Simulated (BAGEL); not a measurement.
**GeSiH5Cl (SMILES Cl[SiH2][GeH3]): levels of theory compared**

Wanted: a comparison of 4 runs (B3LYP/6-31G*, B3LYP/cc-pVDZ, PBE0/cc-pVDZ, RI-MP2/cc-pVDZ) of GeSiH5Cl. 

The results are computed with BAGEL 1.2.2.

**1. The system as given**

GeSiH5Cl has 8 atoms, charge 0, and is taken as a singlet. SMILES: `Cl[SiH2][GeH3]`. The coordinates come from a PBE0-D4/def2-TZVP relaxation.

Bond lengths: Cl1–Si2 2.062 Å, Si2–Ge3 2.377 Å, Si2–H4 1.484 Å, Si2–H5 1.484 Å, Ge3–H6 1.536 Å, Ge3–H7 1.538 Å, Ge3–H8 1.536 Å. Some angles: Cl1–Si2–Ge3 109.1°, Cl1–Si2–H4 107.8°, Cl1–Si2–H5 107.8°, Ge3–Si2–H4 111.5°, Ge3–Si2–H5 111.5°, Si2–Ge3–H6 110.0°, Si2–Ge3–H7 109.9°, Si2–Ge3–H8 110.0°, H4–Si2–H5 109.1°, H6–Ge3–H7 108.9°.

**2. A single-point energy at B3LYP/6-31G(d) (density fitting with qzvpp-jkfit, spherical functions) (run 1)**

The input, calc.json:

```json
{ "bagel" : [

{
  "title" : "molecule",
  "basis" : "6-31gs.json",
  "df_basis" : "qzvpp-jkfit",
  "angstrom" : true,
  "geometry" : [
    { "atom" : "Cl", "xyz" : [      -2.290300,       1.217200,      -0.310600 ] },
    { "atom" : "Si", "xyz" : [      -0.414100,       0.602600,      -0.906900 ] },
    { "atom" : "Ge", "xyz" : [       0.581500,      -0.662200,       0.842700 ] },
    { "atom" : "H", "xyz" : [      -0.573600,      -0.206400,      -2.140800 ] },
    { "atom" : "H", "xyz" : [       0.380700,       1.815700,      -1.222200 ] },
    { "atom" : "H", "xyz" : [       0.711200,       0.201700,       2.106100 ] },
    { "atom" : "H", "xyz" : [       1.981500,      -1.135500,       0.415600 ] },
    { "atom" : "H", "xyz" : [      -0.284600,      -1.890300,       1.160200 ] }
  ]
},

{ "title" : "ks", "xc_func" : "b3lyp" },

{ "title" : "print", "file" : "orbitals.molden", "orbitals" : true }

]}
```

The basis set 6-31G* is read from a file made from the Basis Set Exchange's data (not shown).

On the command line:

```sh
BAGEL_NUM_THREADS=1 BAGEL calc.json > calc.out
```

The log of the run:

```text
* using 1 threads per process

  ===============================================================
  ===============================================================

  *** Geometry ***

  { "atom" : "Cl", "xyz" : [     -4.328040,      2.300175,     -0.586949 ] },
  { "atom" : "Si", "xyz" : [     -0.782536,      1.138749,     -1.713793 ] },
  { "atom" : "Ge", "xyz" : [      1.098876,     -1.251377,      1.592472 ] },
  { "atom" : "H", "xyz" : [     -1.083947,     -0.390039,     -4.045526 ] },
  { "atom" : "H", "xyz" : [      0.719419,      3.431176,     -2.309623 ] },
  { "atom" : "H", "xyz" : [      1.343973,      0.381158,      3.979952 ] },
  { "atom" : "H", "xyz" : [      3.744492,     -2.145784,      0.785370 ] },
  { "atom" : "H", "xyz" : [     -0.537816,     -3.572149,      2.192460 ] },

  Number of auxiliary basis functions:      612

  Since a DF basis is specified, we compute 2- and 3-index integrals:
    o Being stored without compression. Storage requirement is 0.030 GB

  Number of basis functions:       78
  Number of electrons      :       68

    * METHOD: MOLECULE                             0.46

  *** Kohn-Sham DFT ***

    * Removing 13601 points whose weight is below 1.00e-10
    * Grid points: 105647

  === Nuclear Repulsion ===
   314.9086464982

       - DIIS with orbital gradients will be used.

  === KS iteration (b3lyp / 6-31gs.json) ===
      0      -2735.50596601          0.11170303           0.54
      1      -2471.14261567          0.16214007           0.52
      2      -2435.77391394          0.16976879           0.51
      3      -2810.76825138          0.16810102           0.52
      4      -2823.18135921          0.11464282           0.50
      5      -2821.92925193          0.11397333           0.51
      6      -2826.46591441          0.08598145           0.52
      7      -2828.50705443          0.04663269           0.53
      8      -2829.11862446          0.01829613           0.53
      9      -2829.49328230          0.00135560           0.52
     10      -2829.49479723          0.00058783           0.52
     11      -2829.49506745          0.00010572           0.52
     12      -2829.49507444          0.00005952           0.52
     13      -2829.49507736          0.00000977           0.52
     14      -2829.49507738          0.00000479           0.52
     15      -2829.49507739          0.00000042           0.53
     16      -2829.49507739          0.00000011           0.52
     17      -2829.49507739          0.00000003           0.52
     18      -2829.49507739          0.00000001           0.52
     19      -2829.49507739          0.00000000           0.53
    * SCF iteration converged.

    * Permanent dipole moment:
           (   -0.614070,     0.234133,     0.122787) a.u.

    * METHOD: KS                                  10.93

    * METHOD: PRINT                                0.01

  ===============================================================
```

Run time: 12 s. Hardware: 1 thread of Arm Neoverse V1, shared host; peak memory 0.46 GiB.

**3. The energy at B3LYP/cc-pVDZ (density fitting with qzvpp-jkfit) (run 2)**

The input, calc.json:

```json
{ "bagel": [

{
  "title": "molecule",
  "basis": "cc-pvdz.json",
  "df_basis": "qzvpp-jkfit",
  "angstrom": true,
  "geometry": [
    { "atom": "Cl", "xyz": [   -2.290300,    1.217200,   -0.310600 ] },
    { "atom": "Si", "xyz": [   -0.414100,    0.602600,   -0.906900 ] },
    { "atom": "Ge", "xyz": [    0.581500,   -0.662200,    0.842700 ] },
    { "atom": "H", "xyz": [   -0.573600,   -0.206400,   -2.140800 ] },
    { "atom": "H", "xyz": [    0.380700,    1.815700,   -1.222200 ] },
    { "atom": "H", "xyz": [    0.711200,    0.201700,    2.106100 ] },
    { "atom": "H", "xyz": [    1.981500,   -1.135500,    0.415600 ] },
    { "atom": "H", "xyz": [   -0.284600,   -1.890300,    1.160200 ] }
  ]
},
{
  "title": "ks",
  "xc_func": "b3lyp"
},
{
  "title": "print",
  "file": "orbitals.molden",
  "orbitals": true
}

]}
```

The basis set cc-pVDZ is read from a file made from the Basis Set Exchange's data (not shown).

On the command line:

```sh
BAGEL_NUM_THREADS=1 BAGEL calc.json > calc.out
```

The log of the run:

```text
* using 1 threads per process

  ===============================================================
  ===============================================================

  *** Geometry ***

  { "atom" : "Cl", "xyz" : [     -4.328040,      2.300175,     -0.586949 ] },
  { "atom" : "Si", "xyz" : [     -0.782536,      1.138749,     -1.713793 ] },
  { "atom" : "Ge", "xyz" : [      1.098876,     -1.251377,      1.592472 ] },
  { "atom" : "H", "xyz" : [     -1.083947,     -0.390039,     -4.045526 ] },
  { "atom" : "H", "xyz" : [      0.719419,      3.431176,     -2.309623 ] },
  { "atom" : "H", "xyz" : [      1.343973,      0.381158,      3.979952 ] },
  { "atom" : "H", "xyz" : [      3.744492,     -2.145784,      0.785370 ] },
  { "atom" : "H", "xyz" : [     -0.537816,     -3.572149,      2.192460 ] },

  Number of auxiliary basis functions:      612

  Since a DF basis is specified, we compute 2- and 3-index integrals:
    o Being stored without compression. Storage requirement is 0.038 GB

  Number of basis functions:       88
  Number of electrons      :       68

    * METHOD: MOLECULE                             0.45

  *** Kohn-Sham DFT ***

    * Removing 13601 points whose weight is below 1.00e-10
    * Grid points: 105647

  === Nuclear Repulsion ===
   314.9086464982

       - DIIS with orbital gradients will be used.

  === KS iteration (b3lyp / cc-pvdz.json) ===
      0      -2812.63985068          0.06603290           0.60
      1      -2741.84050063          0.16938561           0.58
      2      -2794.78203660          0.06754868           0.57
      3      -2677.22346615          0.13463582           0.56
      4      -2811.64507198          0.08977958           0.57
      5      -2813.25257521          0.09138959           0.58
      6      -2813.25004369          0.09148026           0.58
      7      -2727.41263782          0.17474514           0.58
      8      -2786.02194510          0.07466926           0.57
      9      -2815.70164214          0.08274175           0.57
     10      -2814.52077644          0.08933160           0.57
     11      -2815.28219712          0.08826130           0.58
     12      -2813.25923571          0.09635490           0.57
     13      -2698.59994194          0.18354192           0.57
     14      -2789.83418345          0.08210259           0.58
     15      -2708.54526253          0.25187401           0.58
     16      -2703.24848414          0.20582345           0.57
     17      -2815.06202959          0.10025926           0.58
     18      -2813.12118489          0.09728248           0.57
     19      -2818.40319128          0.07294033           0.58
     20      -2789.45424016          0.08081044           0.58
     21      -2817.20609634          0.09000194           0.58
     22      -2824.58783410          0.07129540           0.58
     23      -2827.84222749          0.04462854           0.58
     24      -2824.68075832          0.06571817           0.58
     25      -2823.95656836          0.06759858           0.59
     26      -2810.79186933          0.09636010           0.58
     27      -2829.72517003          0.00720453           0.58
     28      -2829.76600074          0.00522780           0.58
     29      -2829.78788957          0.00134053           0.59
     30      -2829.79008011          0.00027261           0.59
     31      -2829.79014720          0.00006622           0.59
     32      -2829.79015086          0.00001610           0.59
     33      -2829.79015103          0.00000317           0.59
     34      -2829.79015103          0.00000132           0.57
     35      -2829.79015104          0.00000028           0.60
     36      -2829.79015104          0.00000010           0.60
     37      -2829.79015104          0.00000001           0.60
     38      -2829.79015104          0.00000000           0.60
    * SCF iteration converged.

    * Permanent dipole moment:
           (   -0.497170,     0.189526,     0.099482) a.u.

    * METHOD: KS                                  23.35

    * METHOD: PRINT                                0.02

  ===============================================================
```

Wall time 24 s (1 thread of Arm Neoverse V1, shared host); peak memory 0.5 GiB.

**4. The energy at PBE0/cc-pVDZ (density fitting with qzvpp-jkfit) (run 3)**

The input, input.json:

```json
{ "bagel": [

{
  "title": "molecule",
  "basis": "cc-pvdz.json",
  "df_basis": "qzvpp-jkfit",
  "angstrom": true,
  "geometry": [
    { "atom": "Cl", "xyz": [      -2.290300,       1.217200,      -0.310600 ] },
    { "atom": "Si", "xyz": [      -0.414100,       0.602600,      -0.906900 ] },
    { "atom": "Ge", "xyz": [       0.581500,      -0.662200,       0.842700 ] },
    { "atom": "H", "xyz": [      -0.573600,      -0.206400,      -2.140800 ] },
    { "atom": "H", "xyz": [       0.380700,       1.815700,      -1.222200 ] },
    { "atom": "H", "xyz": [       0.711200,       0.201700,       2.106100 ] },
    { "atom": "H", "xyz": [       1.981500,      -1.135500,       0.415600 ] },
    { "atom": "H", "xyz": [      -0.284600,      -1.890300,       1.160200 ] }
  ]
},

{ "title": "ks", "xc_func": "pbe0" },

{ "title": "print", "file": "orbitals.molden", "orbitals": true }

]}
```

The basis set cc-pVDZ is read from a file made from the Basis Set Exchange's data (not shown).

On the command line:

```sh
BAGEL_NUM_THREADS=1 BAGEL input.json > input.out
```

The log of the run:

```text
* using 1 threads per process

  ===============================================================
  ===============================================================

  *** Geometry ***

  { "atom" : "Cl", "xyz" : [     -4.328040,      2.300175,     -0.586949 ] },
  { "atom" : "Si", "xyz" : [     -0.782536,      1.138749,     -1.713793 ] },
  { "atom" : "Ge", "xyz" : [      1.098876,     -1.251377,      1.592472 ] },
  { "atom" : "H", "xyz" : [     -1.083947,     -0.390039,     -4.045526 ] },
  { "atom" : "H", "xyz" : [      0.719419,      3.431176,     -2.309623 ] },
  { "atom" : "H", "xyz" : [      1.343973,      0.381158,      3.979952 ] },
  { "atom" : "H", "xyz" : [      3.744492,     -2.145784,      0.785370 ] },
  { "atom" : "H", "xyz" : [     -0.537816,     -3.572149,      2.192460 ] },

  Number of auxiliary basis functions:      612

  Since a DF basis is specified, we compute 2- and 3-index integrals:
    o Being stored without compression. Storage requirement is 0.038 GB

  Number of basis functions:       88
  Number of electrons      :       68

    * METHOD: MOLECULE                             0.46

  *** Kohn-Sham DFT ***

    * Removing 13601 points whose weight is below 1.00e-10
    * Grid points: 105647

  === Nuclear Repulsion ===
   314.9086464982

       - DIIS with orbital gradients will be used.

  === KS iteration (pbe0 / cc-pvdz.json) ===
      0      -2812.07308074          0.06599462           0.62
      1      -2741.11828244          0.16960056           0.59
      2      -2794.31376295          0.06699046           0.59
      3      -2676.95935430          0.13472879           0.60
      4      -2810.84191774          0.09077586           0.60
      5      -2812.73157679          0.09052142           0.60
      6      -2812.73359284          0.09051964           0.60
      7      -2723.29689150          0.19328600           0.59
      8      -2785.35367436          0.07444440           0.59
      9      -2816.48063105          0.07648070           0.59
     10      -2815.01885574          0.09330521           0.60
     11      -2815.91306924          0.09568368           0.60
     12      -2814.47659723          0.09977851           0.59
     13      -2700.93024886          0.25917612           0.59
     14      -2789.11473330          0.08110951           0.58
     15      -2804.03565930          0.16431326           0.59
[... 39 lines of this table left out ...]
     55      -2829.16974435          0.00008662           0.59
     56      -2829.16975131          0.00002576           0.59
     57      -2829.16975191          0.00000459           0.58
     58      -2829.16975193          0.00000115           0.59
     59      -2829.16975193          0.00000062           0.59
     60      -2829.16975193          0.00000008           0.58
     61      -2829.16975193          0.00000003           0.59
     62      -2829.16975193          0.00000001           0.59
    * SCF iteration converged.

    * Permanent dipole moment:
           (   -0.522156,     0.203324,     0.095044) a.u.

    * METHOD: KS                                  37.60

    * METHOD: PRINT                                0.02

  ===============================================================
```

Run time: 38 s. Hardware: 1 thread of Arm Neoverse V1, shared host; peak memory 0.5 GiB.

**5. The energy at RI-MP2/cc-pVDZ (density fitting with qzvpp-jkfit) (run 4)**

The input, input.json:

```json
{ "bagel" : [

{
  "title" : "molecule",
  "basis" : "cc-pvdz.json",
  "df_basis" : "qzvpp-jkfit",
  "angstrom" : true,
  "geometry" : [
    { "atom" : "Cl", "xyz" : [   -2.290300,    1.217200,   -0.310600 ] },
    { "atom" : "Si", "xyz" : [   -0.414100,    0.602600,   -0.906900 ] },
    { "atom" : "Ge", "xyz" : [    0.581500,   -0.662200,    0.842700 ] },
    { "atom" : "H", "xyz" : [   -0.573600,   -0.206400,   -2.140800 ] },
    { "atom" : "H", "xyz" : [    0.380700,    1.815700,   -1.222200 ] },
    { "atom" : "H", "xyz" : [    0.711200,    0.201700,    2.106100 ] },
    { "atom" : "H", "xyz" : [    1.981500,   -1.135500,    0.415600 ] },
    { "atom" : "H", "xyz" : [   -0.284600,   -1.890300,    1.160200 ] }
  ]
},
{ "title" : "hf" },
{ "title" : "mp2", "ncore" : 19 }

]}
```

The basis set cc-pVDZ is read from a file made from the Basis Set Exchange's data (not shown).

On the command line:

```sh
BAGEL_NUM_THREADS=1 BAGEL input.json > input.out
```

The log of the run:

```text
* using 1 threads per process

  ===============================================================
  ===============================================================

  *** Geometry ***

  { "atom" : "Cl", "xyz" : [     -4.328040,      2.300175,     -0.586949 ] },
  { "atom" : "Si", "xyz" : [     -0.782536,      1.138749,     -1.713793 ] },
  { "atom" : "Ge", "xyz" : [      1.098876,     -1.251377,      1.592472 ] },
  { "atom" : "H", "xyz" : [     -1.083947,     -0.390039,     -4.045526 ] },
  { "atom" : "H", "xyz" : [      0.719419,      3.431176,     -2.309623 ] },
  { "atom" : "H", "xyz" : [      1.343973,      0.381158,      3.979952 ] },
  { "atom" : "H", "xyz" : [      3.744492,     -2.145784,      0.785370 ] },
  { "atom" : "H", "xyz" : [     -0.537816,     -3.572149,      2.192460 ] },

  Number of auxiliary basis functions:      612

  Since a DF basis is specified, we compute 2- and 3-index integrals:
    o Being stored without compression. Storage requirement is 0.038 GB

  Number of basis functions:       88
  Number of electrons      :       68

    * METHOD: MOLECULE                             0.45

  *** RHF ***

  === Nuclear Repulsion ===
   314.9086464982

      * DIIS with orbital gradients will be used.

  === RHF iteration (cc-pvdz.json) ===
      0      -2826.65652171          0.00665935           0.18
      1      -2826.71587903          0.00222219           0.17
      2      -2826.72116877          0.00067047           0.17
      3      -2826.72180283          0.00008601           0.17
      4      -2826.72181190          0.00002705           0.17
      5      -2826.72181287          0.00000625           0.17
      6      -2826.72181292          0.00000127           0.17
      7      -2826.72181293          0.00000037           0.17
      8      -2826.72181293          0.00000010           0.17
      9      -2826.72181293          0.00000003           0.17
     10      -2826.72181293          0.00000001           0.17
    * SCF iteration converged.

    * Permanent dipole moment:
           (   -0.592359,     0.220099,     0.131065) a.u.

    * METHOD: HF                                   2.25

  *** RHF ***

  === Nuclear Repulsion ===
   314.9086464982

      * DIIS with orbital gradients will be used.

  === RHF iteration (cc-pvdz.json) ===
      0      -2826.72181293          0.00000000           0.17
    * SCF iteration converged.

    * Permanent dipole moment:
           (   -0.592359,     0.220098,     0.131065) a.u.

  === DF-MP2 calculation ===

    * freezing 19 orbitals
    * 3-index integral transformation done
    * assembly done

      MP2 correlation energy:   -0.3547792305      0.07

      MP2 total energy:       -2827.0765921589

    * METHOD: MP2                                  0.43

  ===============================================================
```

It took 3.3 s on 1 thread of Arm Neoverse V1, shared host; peak memory 0.17 GiB.

**6. All runs side by side**

| run | level | frozen core orbitals | energy (Eh) | dipole moment (D) | HOMO energy (eV) | LUMO energy (eV) | wall time |
| --- | --- | --- | --- | --- | --- | --- | --- |
| 1 | B3LYP/6-31G* (density fitting with qzvpp-jkfit, spherical functions) | – | -2829.495077 | 1.70 | -7.87 | -0.49 | 12 s |
| 2 | B3LYP/cc-pVDZ (density fitting with qzvpp-jkfit) | – | -2829.790151 | 1.38 | -7.84 | -0.39 | 24 s |
| 3 | PBE0/cc-pVDZ (density fitting with qzvpp-jkfit) | – | -2829.169752 | 1.44 | -8.10 | -0.25 | 38 s |
| 4 | RI-MP2/cc-pVDZ (density fitting with qzvpp-jkfit) | 19 | -2827.076592 | – | – | – | 3.3 s |

**7. Summary of results**

```
                                           quantity           value
                                run 4: total energy  -2827.07659 Eh
run 4: correlation energy (19 core orbitals frozen)      -354.8 mEh
```

**Reading.** Over runs 1, 2, 3 the dipole moment (its size) runs from 1.38 D (B3LYP/cc-pVDZ) to 1.70 D (B3LYP/6-31G*). Over runs 1, 2, 3 the HOMO–LUMO gap runs from 7.37 eV (B3LYP/6-31G*) to 7.84 eV (PBE0/cc-pVDZ). The two ends differ in method and basis. Totals of different functionals can't be ranked against each other. All runs together took 77 s, the longest 38 s.
